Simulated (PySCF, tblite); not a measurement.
# C2H5BrSSi: a rotation path, then NMR shifts on frames

How do NMR shifts of C2H5BrSSi (`C=C(Br)S[SiH3]`) change as the atoms move?

Computed with tblite 0.8.0 and PySCF 2.14.0, with density-fitted response routines of our own, on a single molecule in the gas phase. Atoms count from 0, in the outputs and in this text.

**1. Starting geometry**

10 atoms, charge 0, multiplicity 1; geometry from: GFN2-xTB.

Bonds of the start (Å): C0–C1 1.32, C1–Br2 1.92, C1–S3 1.76, S3–Si4 2.17, C0–H5 1.08, C0–H6 1.08, Si4–H7 1.46, Si4–H8 1.46, Si4–H9 1.45.

**2. A band between two rotamers with GFN2-xTB**

What the job is given:

```
{"job": {"kind": "neb", "xc": "GFN2-xTB", "basis": "xTB", "atoms": [2, 1, 3, 4], "turn": 120}, "charge": 0, "multiplicity": 1}
C      1.495762     1.002496     1.409651
C      0.823184     0.446184     0.414174
Br     1.705565    -0.826366    -0.719110
S     -0.845380     0.858611     0.054649
Si    -1.558999    -0.787780    -1.168238
H      2.527524     0.769671     1.603493
H      1.009918     1.714497     2.052982
H     -1.265303    -2.016166    -0.444404
H     -0.908967    -0.695688    -2.466808
H     -2.974422    -0.460805    -1.207250
```

With the program's defaults for keys left out, this is: GFN2-xTB climbing-image nudged elastic band, gas phase.

Launch:

```console
$ OMP_NUM_THREADS=1 python probes_run.py task.json out
```

The driver reads the jobs from task.json and runs them one after another.

Standard output:

```text
image   E - E0 / eV
  0       0.0000
  1       0.0089
  2       0.0292
  3       0.0589
  4       0.0856
  5       0.1006
  6       0.1051
  7       0.0840
  8       0.0561
```

Wall time 9.8 s (1 thread of Intel Xeon at 2.50GHz, shared host); peak memory 0.18 GiB.

The final band, with the dihedral Br2–C1–S3–Si4:

| image | dihedral (°) | energy (eV) | energy (kcal/mol) |
| --- | --- | --- | --- |
| 0 | 20 | 0.000 | 0.0 |
| 1 | 41 | 0.009 | 0.2 |
| 2 | 61 | 0.029 | 0.7 |
| 3 | 81 | 0.059 | 1.4 |
| 4 | 101 | 0.086 | 2.0 |
| 5 | 122 | 0.101 | 2.3 |
| 6 | 143 | 0.105 | 2.4 |
| 7 | 162 | 0.084 | 1.9 |
| 8 | 181 | 0.056 | 1.3 |

**3. NMR shieldings: image 0, PBE0/pcSseg-1**

What the job is given:

```
{"job": {"kind": "nmr", "xc": "PBE0", "basis": "pcSseg-1", "pop": false}, "charge": 0, "multiplicity": 1}
C      1.495800     1.002500     1.409700
C      0.823200     0.446200     0.414200
Br     1.705600    -0.826400    -0.719100
S     -0.845400     0.858600     0.054600
Si    -1.559000    -0.787800    -1.168200
H      2.527500     0.769700     1.603500
H      1.009900     1.714500     2.053000
H     -1.265300    -2.016200    -0.444400
H     -0.909000    -0.695700    -2.466800
H     -2.974400    -0.460800    -1.207200
```

Method: GIAO PBE0/pcSseg-1 NMR shielding, non-relativistic, gas phase.

Standard output:

```text
coarse grid: 42784 points
cycle   1  E = -3340.0313006379  dE = -7.567e-01  |g| = 7.639e-01  |ddm| = 3.174e+00
cycle   2  E = -3339.9941041986  dE =  3.720e-02  |g| = 6.365e-01  |ddm| = 7.913e-01
cycle   3  E = -3340.0499312003  dE = -5.583e-02  |g| = 2.869e-01  |ddm| = 7.396e-01
cycle   4  E = -3340.0706621574  dE = -2.073e-02  |g| = 6.167e-02  |ddm| = 2.826e-01
cycle   5  E = -3340.0713471843  dE = -6.850e-04  |g| = 1.440e-02  |ddm| = 7.039e-02
cycle   6  E = -3340.0714076516  dE = -6.047e-05  |g| = 3.654e-03  |ddm| = 2.312e-02
cycle   7  E = -3340.0714110856  dE = -3.434e-06  |g| = 1.159e-03  |ddm| = 4.846e-03
final grid: 86024 points
cycle   8  E = -3340.0714187601  dE =  2.277e-07  |g| = 1.470e-03  |ddm| = 3.657e-03
cycle   9  E = -3340.0714182470  dE =  5.131e-07  |g| = 2.005e-03  |ddm| = 4.512e-03
cycle  10  E = -3340.0714193624  dE = -1.115e-06  |g| = 1.629e-04  |ddm| = 2.516e-03
cycle  11  E = -3340.0714193700  dE = -7.556e-09  |g| = 2.232e-05  |ddm| = 2.073e-04
cycle  12  E = -3340.0714193701  dE = -8.276e-11  |g| = 1.078e-05  |ddm| = 2.736e-05
converged SCF energy = -3340.0714193701

GIAO shielding tensors (ppm)
atom      isotropic    diamagn.    paramagn.     s11        s22        s33       span
  0 C       60.288     250.668    -190.380    -50.902     94.878    136.887    187.789
  1 C       37.175     257.865    -220.690    -58.894     77.865     92.553    151.447
  2 Br    1840.815    3123.510   -1282.695   1341.274   1371.596   2809.574   1468.300
  3 S      510.282    1057.189    -546.908    316.258    348.196    866.391    550.134
  4 Si     408.781     878.221    -469.440    374.338    410.704    441.300     66.962
  5 H       25.813      29.643      -3.830     21.429     23.191     32.820     11.392
  6 H       25.812      30.108      -4.296     21.977     23.876     31.585      9.607
  7 H       26.752      28.419      -1.667     22.840     25.618     31.798      8.959
  8 H       26.796      28.371      -1.574     22.670     26.007     31.712      9.042
  9 H       27.363      28.179      -0.816     23.787     24.823     33.478      9.691
```

Run time: 52 s. Hardware: 1 thread of Intel Xeon at 2.50GHz, shared host; peak memory 0.69 GiB.

Shifts follow as δ = σ(reference) − σ, with reference shieldings (ppm) from runs at the same level and on the same kind of geometry: 1H TMS 31.72, 13C TMS 186.9, 29Si TMS 349.2, 33S CS2 504, 79Br HBr 2622. The references are single molecules in the gas phase. Each atom is listed at this fixed geometry, with no averaging over motion; a spectrum would average atoms that exchange fast.

| atoms | environment | σ (ppm) | δ (ppm) |
| --- | --- | --- | --- |
| C1 | fully substituted alkene carbon bonded to Br | 37.2 | 149.8 |
| C0 | terminal =CH2 carbon | 60.3 | 126.6 |
| H6 | hydrogen on a terminal =CH2 carbon | 25.81 | 5.90 |
| H5 | hydrogen on a terminal =CH2 carbon | 25.81 | 5.90 |
| H7 | hydrogen on a silicon bonded to S | 26.75 | 4.96 |
| H8 | hydrogen on a silicon bonded to S | 26.80 | 4.92 |
| H9 | hydrogen on a silicon bonded to S | 27.36 | 4.35 |
| Br2 | bromine bonded to C | 1841 | 781 |
| S3 | sulfur bonded to C, Si | 510 | -7 |
| Si4 | silicon bonded to S, 3 H | 408.8 | -59.6 |

Orbitals, density, ELF and potential are computed afterwards from the orbital file.

Frontier orbitals at PBE0/pcSseg-1, with the share of their density that lies nearest to each atom:

| orbital | energy (eV) | lies on |
| --- | --- | --- |
| HOMO | -6.75 | S3 45 %; C0 24 %; C1 10 % |
| LUMO | -0.81 | Br2 33 %; C1 23 %; S3 14 % |

ELF in a plane through or near 8 of the atoms.

Ten even steps from '0' (0.00) to '9' (1.00):
```
0000000000000000000000000000
0000000000000000000000000000
0000000000000000000000000000
0000000000002332000000000000
0000000100026776200045300000
0000018970038998500399971000
0000179995038635621899996000
0000159996026251754999996000
0000016975448213960299994000
0000136444728757817627640000
0002899957534411304213100000
0002999952477420124675100000
0001899700464565016885100000
0000132004716248302552000000
0000000037826448600000000000
0000000047873477410000000000
0000000036776553200000000000
0000000002443211000000000000
0000000000000000000000000000
0000000000000000000000000000
```
The map spans 11.3 Å across and 9.1 Å up, centred on the molecule. Atoms in the plane (x, y in Å): C0 (-2.3, 0.2), C1 (-1.0, -0.1), Br2 (-0.5, -1.9), S3 (0.2, 1.1), Si4 (2.1, 0.1), H5 (-3.1, -0.5), H6 (-2.6, 1.3), H9 (3.0, 1.2).

log10 of the density (e/Å³) in the same plane.

Ten even steps from '0' (-4.0) to '9' (1.8):
```
0000000000000000000000000000
0000000000000000000000000000
0000000000112222211011000000
0000001111223333322222110000
0000112222334444433333221000
0000223443345565543444432100
0001345665456776655566543210
0002345766556797665676543210
0012346776666777666666543210
0012456787777666668865443210
0013456777797655567765432100
0013456666666655556655432100
0012345555667665555554321000
0001233445679876544443221000
0000112345679876543332110000
0000001245667665432221100000
0000000234555554331110000000
0000000123444443321000000000
0000000012223222100000000000
0000000000111110000000000000
```
The map spans 11.3 Å across and 9.1 Å up, centred on the molecule. Atoms in the plane (x, y in Å): C0 (-2.3, 0.2), C1 (-1.0, -0.1), Br2 (-0.5, -1.9), S3 (0.2, 1.1), Si4 (2.1, 0.1), H5 (-3.1, -0.5), H6 (-2.6, 1.3), H9 (3.0, 1.2).

On the surface of density 0.002 e/bohr³ the electrostatic potential runs, from the 1st to the 99th percentile, from -0.71 V near S3 to 1.61 V near Si4.

**4. Shielding tensors: image 3, PBE0/pcSseg-1**

What the job is given:

```
{"job": {"kind": "nmr", "xc": "PBE0", "basis": "pcSseg-1", "pop": false}, "charge": 0, "multiplicity": 1}
C      1.290500     0.656300     1.347800
C      0.966600     0.664000     0.067600
Br     2.261200     0.187100    -1.263400
S     -0.617400     1.163000    -0.530400
Si    -1.545700    -0.750500    -0.922200
H      2.277800     0.395000     1.687400
H      0.558800     0.924200     2.090000
H     -1.418200    -1.525000     0.306600
H     -0.864600    -1.390700    -2.038500
H     -2.900000    -0.318800    -1.215900
```

Level: GIAO PBE0/pcSseg-1 NMR shielding, non-relativistic, gas phase.

Standard output:

```text
coarse grid: 42784 points
cycle   1  E = -3340.0350264904  dE = -7.791e-01  |g| = 7.492e-01  |ddm| = 3.148e+00
cycle   2  E = -3340.0081339242  dE =  2.689e-02  |g| = 5.900e-01  |ddm| = 7.106e-01
cycle   3  E = -3340.0513899949  dE = -4.326e-02  |g| = 2.832e-01  |ddm| = 6.534e-01
cycle   4  E = -3340.0713161275  dE = -1.993e-02  |g| = 6.157e-02  |ddm| = 2.800e-01
cycle   5  E = -3340.0720500616  dE = -7.339e-04  |g| = 1.254e-02  |ddm| = 6.881e-02
cycle   6  E = -3340.0720952938  dE = -4.523e-05  |g| = 3.217e-03  |ddm| = 2.029e-02
cycle   7  E = -3340.0720980486  dE = -2.755e-06  |g| = 1.111e-03  |ddm| = 4.692e-03
final grid: 86024 points
cycle   8  E = -3340.0721064368  dE =  2.189e-07  |g| = 1.427e-03  |ddm| = 3.220e-03
cycle   9  E = -3340.0721058820  dE =  5.548e-07  |g| = 2.001e-03  |ddm| = 4.127e-03
cycle  10  E = -3340.0721069988  dE = -1.117e-06  |g| = 1.804e-04  |ddm| = 2.358e-03
cycle  11  E = -3340.0721070073  dE = -8.493e-09  |g| = 2.405e-05  |ddm| = 1.930e-04
cycle  12  E = -3340.0721070074  dE = -1.419e-10  |g| = 8.924e-06  |ddm| = 3.431e-05
converged SCF energy = -3340.0721070074

GIAO shielding tensors (ppm)
atom      isotropic    diamagn.    paramagn.     s11        s22        s33       span
  0 C       48.443     252.627    -204.185    -63.469     79.603    129.194    192.664
  1 C       32.657     257.643    -224.986    -60.432     74.181     84.224    144.656
  2 Br    1783.231    3122.028   -1338.798   1094.634   1401.330   2853.727   1759.093
  3 S      509.904    1057.295    -547.391    251.941    432.390    845.381    593.440
  4 Si     394.813     878.764    -483.951    340.113    396.226    448.101    107.988
  5 H       25.526      29.694      -4.168     21.427     23.217     31.934     10.507
  6 H       25.390      30.662      -5.272     21.166     24.023     30.980      9.814
  7 H       27.086      28.968      -1.882     23.513     25.441     32.305      8.792
  8 H       26.690      28.324      -1.634     22.647     26.201     31.224      8.577
  9 H       27.174      28.477      -1.302     23.764     24.725     33.034      9.270
```

It took 31 s on 1 thread of Intel Xeon at 2.50GHz, shared host; peak memory 0.75 GiB.

Key values: δ C1 154.3, C0 138.5, Br2 839, S3 -6, H6 6.33, H5 6.19 ppm.

**5. Shielding tensors: image 6, PBE0/pcSseg-1**

What the job is given:

```
{"job": {"kind": "nmr", "xc": "PBE0", "basis": "pcSseg-1", "pop": false}, "charge": 0, "multiplicity": 1}
C      1.184800     0.273100     1.071200
C      1.108600     0.778900    -0.148400
Br     2.692500     1.351600    -1.044600
S     -0.357200     1.059300    -1.083600
Si    -1.583800    -0.668100    -0.663600
H      2.129800     0.154800     1.570500
H      0.301200    -0.022800     1.607400
H     -1.704100    -0.836900     0.778800
H     -0.924800    -1.810200    -1.281100
H     -2.838100    -0.275200    -1.277500
```

Method: GIAO PBE0/pcSseg-1 NMR shielding, non-relativistic, gas phase.

Standard output:

```text
coarse grid: 42784 points
cycle   1  E = -3340.0317663159  dE = -7.576e-01  |g| = 7.518e-01  |ddm| = 3.156e+00
cycle   2  E = -3340.0092934295  dE =  2.247e-02  |g| = 5.794e-01  |ddm| = 6.976e-01
cycle   3  E = -3340.0498917414  dE = -4.060e-02  |g| = 2.771e-01  |ddm| = 5.912e-01
cycle   4  E = -3340.0688225037  dE = -1.893e-02  |g| = 6.315e-02  |ddm| = 2.733e-01
cycle   5  E = -3340.0696453343  dE = -8.228e-04  |g| = 1.030e-02  |ddm| = 7.200e-02
cycle   6  E = -3340.0696736599  dE = -2.833e-05  |g| = 3.214e-03  |ddm| = 1.671e-02
cycle   7  E = -3340.0696764712  dE = -2.811e-06  |g| = 1.106e-03  |ddm| = 4.951e-03
final grid: 86024 points
cycle   8  E = -3340.0696893218  dE =  2.688e-07  |g| = 1.480e-03  |ddm| = 3.383e-03
cycle   9  E = -3340.0696885898  dE =  7.320e-07  |g| = 2.176e-03  |ddm| = 4.534e-03
cycle  10  E = -3340.0696899283  dE = -1.339e-06  |g| = 1.799e-04  |ddm| = 2.682e-03
cycle  11  E = -3340.0696899364  dE = -8.131e-09  |g| = 2.857e-05  |ddm| = 1.704e-04
cycle  12  E = -3340.0696899366  dE = -2.060e-10  |g| = 7.785e-06  |ddm| = 3.664e-05
converged SCF energy = -3340.0696899366

GIAO shielding tensors (ppm)
atom      isotropic    diamagn.    paramagn.     s11        s22        s33       span
  0 C       57.074     253.703    -196.629    -57.084     85.510    142.795    199.879
  1 C       32.931     256.520    -223.589    -60.609     68.040     91.361    151.970
  2 Br    1741.834    3120.628   -1378.793   1095.283   1289.218   2841.002   1745.720
  3 S      553.364    1056.959    -503.595    327.971    432.382    899.740    571.769
  4 Si     403.059     879.065    -476.007    365.544    394.706    448.927     83.383
  5 H       25.525      29.462      -3.937     21.690     23.114     31.771     10.082
  6 H       25.804      31.870      -6.066     22.848     23.562     31.002      8.154
  7 H       27.024      29.523      -2.499     23.108     25.821     32.144      9.036
  8 H       26.890      28.609      -1.719     22.477     25.837     32.356      9.879
  9 H       27.277      28.397      -1.120     23.734     24.900     33.197      9.463
```

It took 34 s on 1 thread of Intel Xeon at 2.50GHz, shared host; peak memory 0.86 GiB.

Key values: δ C1 154.0, C0 129.9, Br2 880, S3 -50, H5 6.19, H6 5.91 ppm.

**6. Nuclear shieldings: image 7, PBE0/pcSseg-1**

What the job is given:

```
{"job": {"kind": "nmr", "xc": "PBE0", "basis": "pcSseg-1", "pop": false}, "charge": 0, "multiplicity": 1}
C      1.217300     0.144600     0.975000
C      1.129500     0.783700    -0.180500
Br     2.648900     1.699400    -0.877000
S     -0.275500     0.952600    -1.220500
Si    -1.612500    -0.626900    -0.603100
H      2.136100     0.128900     1.533400
H      0.372800    -0.366700     1.400400
H     -1.855500    -0.518300     0.830200
H     -0.952300    -1.877100    -0.952800
H     -2.799800    -0.315600    -1.375800
```

Level: GIAO PBE0/pcSseg-1 NMR shielding, non-relativistic, gas phase.

Standard output:

```text
coarse grid: 42784 points
cycle   1  E = -3340.0320846305  dE = -7.473e-01  |g| = 7.530e-01  |ddm| = 3.170e+00
cycle   2  E = -3340.0105531722  dE =  2.153e-02  |g| = 5.770e-01  |ddm| = 6.969e-01
cycle   3  E = -3340.0507819496  dE = -4.023e-02  |g| = 2.743e-01  |ddm| = 5.831e-01
cycle   4  E = -3340.0693372798  dE = -1.856e-02  |g| = 6.297e-02  |ddm| = 2.709e-01
cycle   5  E = -3340.0701602728  dE = -8.230e-04  |g| = 9.910e-03  |ddm| = 7.130e-02
cycle   6  E = -3340.0701858663  dE = -2.559e-05  |g| = 3.291e-03  |ddm| = 1.593e-02
cycle   7  E = -3340.0701888274  dE = -2.961e-06  |g| = 1.080e-03  |ddm| = 4.994e-03
final grid: 86024 points
cycle   8  E = -3340.0701607137  dE =  2.720e-07  |g| = 1.469e-03  |ddm| = 3.373e-03
cycle   9  E = -3340.0701599711  dE =  7.426e-07  |g| = 2.173e-03  |ddm| = 4.521e-03
cycle  10  E = -3340.0701613104  dE = -1.339e-06  |g| = 1.698e-04  |ddm| = 2.709e-03
cycle  11  E = -3340.0701613177  dE = -7.368e-09  |g| = 2.791e-05  |ddm| = 1.654e-04
cycle  12  E = -3340.0701613179  dE = -1.814e-10  |g| = 8.232e-06  |ddm| = 3.432e-05
converged SCF energy = -3340.0701613179

GIAO shielding tensors (ppm)
atom      isotropic    diamagn.    paramagn.     s11        s22        s33       span
  0 C       63.585     254.188    -190.603    -42.094     88.849    144.002    186.097
  1 C       33.533     256.277    -222.744    -60.729     65.926     95.403    156.132
  2 Br    1766.338    3120.446   -1354.108   1159.058   1272.161   2867.797   1708.739
  3 S      544.479    1056.926    -512.448    336.389    422.960    874.087    537.698
  4 Si     410.267     879.275    -469.008    374.874    405.162    450.764     75.890
  5 H       25.775      29.470      -3.696     22.366     23.026     31.932      9.566
  6 H       26.150      32.410      -6.260     23.154     23.982     31.314      8.160
  7 H       27.073      29.466      -2.393     23.354     25.504     32.363      9.009
  8 H       27.027      28.820      -1.792     22.623     25.673     32.786     10.163
  9 H       27.359      28.401      -1.042     23.765     25.034     33.278      9.513
```

Wall time 32 s (1 thread of Intel Xeon at 2.50GHz, shared host); peak memory 0.85 GiB.

This run: δ C1 153.4, C0 123.3, Br2 856, S3 -41, H5 5.94, H6 5.57 ppm.

**7. NMR shieldings: image 8, PBE0/pcSseg-1**

What the job is given:

```
{"job": {"kind": "nmr", "xc": "PBE0", "basis": "pcSseg-1", "pop": false}, "charge": 0, "multiplicity": 1}
C      1.287000     0.016600     0.879700
C      1.136400     0.783000    -0.188800
Br     2.513300     2.004200    -0.682500
S     -0.218600     0.858400    -1.299600
Si    -1.651000    -0.573300    -0.550200
H      2.177600     0.072900     1.480300
H      0.529600    -0.684600     1.183800
H     -2.025100    -0.160300     0.796200
H     -1.021500    -1.887500    -0.568800
H     -2.718900    -0.424800    -1.521000
```

With the program's defaults for keys left out, this is: GIAO PBE0/pcSseg-1 NMR shielding, non-relativistic, gas phase.

Standard output:

```text
coarse grid: 42784 points
cycle   1  E = -3340.0330107367  dE = -7.458e-01  |g| = 7.525e-01  |ddm| = 3.178e+00
cycle   2  E = -3340.0123743157  dE =  2.064e-02  |g| = 5.731e-01  |ddm| = 6.932e-01
cycle   3  E = -3340.0517631184  dE = -3.939e-02  |g| = 2.724e-01  |ddm| = 5.777e-01
cycle   4  E = -3340.0700539097  dE = -1.829e-02  |g| = 6.284e-02  |ddm| = 2.691e-01
cycle   5  E = -3340.0708755751  dE = -8.217e-04  |g| = 9.712e-03  |ddm| = 7.072e-02
cycle   6  E = -3340.0708999790  dE = -2.440e-05  |g| = 3.247e-03  |ddm| = 1.548e-02
cycle   7  E = -3340.0709028546  dE = -2.876e-06  |g| = 1.073e-03  |ddm| = 4.920e-03
final grid: 86024 points
cycle   8  E = -3340.0708612756  dE =  2.745e-07  |g| = 1.472e-03  |ddm| = 3.260e-03
cycle   9  E = -3340.0708605087  dE =  7.669e-07  |g| = 2.193e-03  |ddm| = 4.582e-03
cycle  10  E = -3340.0708618767  dE = -1.368e-06  |g| = 1.707e-04  |ddm| = 2.739e-03
cycle  11  E = -3340.0708618840  dE = -7.369e-09  |g| = 2.764e-05  |ddm| = 1.625e-04
cycle  12  E = -3340.0708618842  dE = -1.969e-10  |g| = 8.211e-06  |ddm| = 3.431e-05
converged SCF energy = -3340.0708618842

GIAO shielding tensors (ppm)
atom      isotropic    diamagn.    paramagn.     s11        s22        s33       span
  0 C       65.780     254.384    -188.604    -34.821     91.032    141.128    175.949
  1 C       33.365     256.097    -222.732    -61.474     65.497     96.071    157.545
  2 Br    1781.392    3120.410   -1339.018   1199.532   1256.655   2887.989   1688.457
  3 S      537.516    1056.972    -519.456    335.458    416.063    861.026    525.568
  4 Si     411.611     879.365    -467.754    375.363    408.464    451.006     75.644
  5 H       25.903      29.432      -3.529     22.656     23.044     32.008      9.352
  6 H       26.421      32.508      -6.086     23.683     23.840     31.741      8.059
  7 H       27.089      29.223      -2.134     23.144     25.425     32.697      9.553
  8 H       27.089      29.189      -2.100     23.147     25.396     32.724      9.577
  9 H       27.364      28.423      -1.060     23.763     25.066     33.263      9.499
```

Wall time 35 s (1 thread of Intel Xeon at 2.50GHz, shared host); peak memory 0.85 GiB.

Key values: δ C1 153.6, C0 121.1, Br2 841, S3 -34, H5 5.81, H6 5.30 ppm.

**8. Run by run: NMR shifts**

Shifts (ppm) of some atoms, chosen among heavy atoms and hydrogens apart, with basis size and wall time:

| frame | C1 | C0 | H6 | H8 | Br2 | S3 | Si4 | functions | time |
| --- | --- | --- | --- | --- | --- | --- | --- | --- | --- |
| image 0 | 149.8 | 126.6 | 5.90 | 4.92 | 781 | -7 | -59.6 | 148 | 52 s |
| image 3 | 154.3 | 138.5 | 6.33 | 5.03 | 839 | -6 | -45.7 | 148 | 31 s |
| image 6 | 154.0 | 129.9 | 5.91 | 4.83 | 880 | -50 | -53.9 | 148 | 34 s |
| image 7 | 153.4 | 123.3 | 5.57 | 4.69 | 856 | -41 | -61.1 | 148 | 32 s |
| image 8 | 153.6 | 121.1 | 5.30 | 4.63 | 841 | -34 | -62.5 | 148 | 35 s |

**9. Outcome**

| quantity | value |
| --- | --- |
| barrier | 0.105 eV (2.4 kcal/mol) at image 6 |
| end to end (GFN2-xTB) | 0.056 eV |
| 13C shifts against TMS (PBE0/pcSseg-1, image 0) | 149.8, 126.6 ppm |
| 1H shifts against TMS (PBE0/pcSseg-1, image 0) | 5.90, 5.90, 4.96, 4.92, 4.35 ppm |
| 79Br shifts against HBr (PBE0/pcSseg-1, image 0) | 781 ppm |
| 33S shifts against CS2 (PBE0/pcSseg-1, image 0) | -7 ppm |
| 29Si shifts against TMS (PBE0/pcSseg-1, image 0) | -59.6 ppm |
| potential on the surface of density 0.002 e/bohr³, 1st and 99th percentile | -0.71 V and 1.61 V |
| range of the shift of Br2 | 781 to 880 ppm |

**Reading.** Along the band the dihedral turns by 160°, and the top (dihedral 143°) lies 2.4 kcal/mol above the start (GFN2-xTB, rough), so at room temperature this motion is fast. The top was not checked by a frequency run. C1 stands next to heavy halogen, whose spin-orbit shielding this run leaves out, so the computed shift lies too far downfield, most of all for carbon beside Br or I. Shifts at one fixed geometry are not the observed spectrum, which averages over the motion. In the first frame run (image 0): The widest tensor belongs to Br2: span 1468 ppm, with a paramagnetic part of -1283 ppm. By nearest atom (PBE0/pcSseg-1), the HOMO sits on S3 45 %; C0 24 % and the LUMO on Br2 33 %; C1 23 %. In ppm, Br2 moves most: its shift spreads over 99 ppm, from 781 (image 0) to 880 (image 6). Spin-orbit coupling is left out, which matters for shieldings and couplings at and beside the heavy atoms.
